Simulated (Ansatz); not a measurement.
# Cl4Ge: the cost of one run

Method: the levels named in each step, in Ansatz 0.2.0.

**1. The system as given**

Bond lengths: Cl1–Ge2 2.127 Å, Ge2–Cl3 2.128 Å, Ge2–Cl4 2.127 Å, Ge2–Cl5 2.128 Å. Angles: Cl1–Ge2–Cl3 109.3°, Cl1–Ge2–Cl4 109.5°, Cl1–Ge2–Cl5 109.6°, Cl3–Ge2–Cl4 109.6°, Cl3–Ge2–Cl5 109.4°, Cl4–Ge2–Cl5 109.3°.

Coordinates:

```xyz
5

Cl   -0.9511   -1.5179   -1.1478
Ge   -0.0002    0.0004   -0.0003
Cl    2.0774   -0.4314    0.1550
Cl   -0.2701    1.8830   -0.9525
Cl   -0.8571    0.0677    1.9460
```

**2. A rough first relaxation, PBE-D4/def2-SVP**

This run stands in another session on the same molecule. It ended at:

```xyz
5

Cl   -0.9622   -1.5306   -1.1556
Ge   -0.0003    0.0005    0.0001
Cl    2.0960   -0.4315    0.1562
Cl   -0.2691    1.8992   -0.9631
Cl   -0.8655    0.0643    1.9629
```

**3. Relaxation, r2SCAN-D4/def2-TZVPP**

Contents of input.yaml:

```yaml
crystal:
  periodic: [false, false, false]
  atoms:
    - { symbol: Cl, position_ang: [-0.96223205, -1.5306247, -1.15564817] }
    - { symbol: Ge, position_ang: [-0.00027058, 0.00046098, 8.804e-05] }
    - { symbol: Cl, position_ang: [2.09604958, -0.43152662, 0.15621842] }
    - { symbol: Cl, position_ang: [-0.26906465, 1.8991573, -0.96314554] }
    - { symbol: Cl, position_ang: [-0.86554231, 0.06434303, 1.96294724] }
basis:
  gaussian: { orbitals: def2-TZVPP }
hamiltonian:
  xc: r2scan
  dispersion: d4
relax:
  f_tol: 0.002
  max_steps: 150
```

Launch:

```sh
$ ansatz run input.yaml --threads 4 --pin off --max-ram 10240MiB --backend cpu --events-out ev --progress --plain --runs-dir out
```

Q: Estimate wall time and peak memory on 4 threads of Intel Xeon at 2.70GHz, shared host.

About 14 s, with a peak of 0.4 GiB.
